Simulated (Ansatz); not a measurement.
LaH3, space group Fm-3m: cell relaxations under several functionals, run with Ansatz 0.2.0, Python API.

Script `lattice_lah3.py`:
```python
# -*- coding: utf-8 -*-
"""Relaxed cell of LaH3 under several functionals."""

import ansatz as az
import numpy as np

def edges_and_angles(cell):
    cell = np.asarray(cell)
    a, b, c = np.linalg.norm(cell, axis=1)
    cosines = cell[1] @ cell[2] / (b * c), cell[0] @ cell[2] / (a * c), cell[0] @ cell[1] / (a * b)
    return (a, b, c, *np.degrees(np.arccos(cosines)))


def main():
    system = (
        az.Lattice.of([0.0, 2.786479, 2.786479], [2.786479, 0.0, 2.786479], [2.786479, 2.786479, 0.0])
        .atom("La", [0.0, 0.0, 0.0])
        .atom("H", [0.5, 0.5, 0.5])
        .atom("H", [0.75, 0.75, 0.75])
        .atom("H", [0.25, 0.25, 0.25])
    )

    calc = (
        system.calculation()
        .accuracy("low")
        .occupations("Fermi-Dirac", width=0.15)
        .scf(tolerance=1e-06, lower_state_search="light")
        .basis(24 * az.Ha)
        .kpoints(6)
        .relax(cell=True, force_tolerance=0.01)
    )

    levels = [("pbesol", "d3bj"), ("lda", "none"), ("pbesol", "none")]
    print("level            a       b       c    alpha   beta  gamma  V/atom  steps")
    for name, dispersion in levels:
        seen = []
        run = calc.functional(name, dispersion=dispersion).session().plan()
        result = run.execute(on_event=lambda e: seen.append(e) if e["event"] == "relax_step" else None)
        cell = result.lattice.cell_ang
        label = name if dispersion == "none" else f"{name}+{dispersion}"
        print("{:13s} {:7.4f} {:7.4f} {:7.4f} {:6.2f} {:6.2f} {:6.2f}".format(label, *edges_and_angles(cell)), f"{abs(np.linalg.det(cell)) / len(result.lattice.sites):7.3f} {len(seen):5d}")


if __name__ == "__main__":
    main()
```

Rank the levels of theory by the volume of the relaxed cell.

From smallest to largest: PBEsol+D3BJ (10.06 Å³ an atom, -7.0 % against the start), LDA (10.21 Å³ an atom, -5.6 % against the start) and PBEsol (10.41 Å³ an atom, -3.8 % against the start). The spread is 3.4 % in volume.

What the script printed:

```console
$ python lattice_lah3.py
level            a       b       c    alpha   beta  gamma  V/atom  steps
DeckWarning: scf.convergence.dr2_threshold = 1e-6 eV is looser than this run's default, which is 1e-7 eV or tighter. The error in the forces grows as the threshold's square root, so leave the key out unless less accurate forces are enough
DeckWarning: relax.cell: scf.convergence.dr2_threshold = 1e-6 eV is looser than the 4e-10 eV advised for a relaxation that steers and ends on the stress (1e-10 eV for each atom of the cell: 4). What an SCF threshold leaves in a stress goes as its square root, [...]
pbesol+d3bj    3.8466  3.8466  3.8466  60.00  60.00  60.00  10.061     5
lda            3.8659  3.8659  3.8659  60.00  60.00  60.00  10.214     6
pbesol         3.8902  3.8902  3.8902  60.00  60.00  60.00  10.408     5
```
(Warnings from the package without file and line, shortened.)

The settings weren't tested for convergence. Forces vanish by symmetry, so the ions can't move, and the end may be a saddle. Dispersion corrections can be off by several per cent in the lattices of metals, and by several GPa in the pressure at a fixed cell. The mesh is modest for a metal, so energies can be off by several to tens of meV an atom and pressures by half a GPa or more; differences at equal mesh fare better. Edges and angles are those of the cell as typed, here a primitive one, not of the conventional cell. This cell is a computed structure, which may not be the phase found in nature. Hardware and time: 18 s on 1 thread of Arm Neoverse V1 (shared host), peak memory 0.44 GiB.
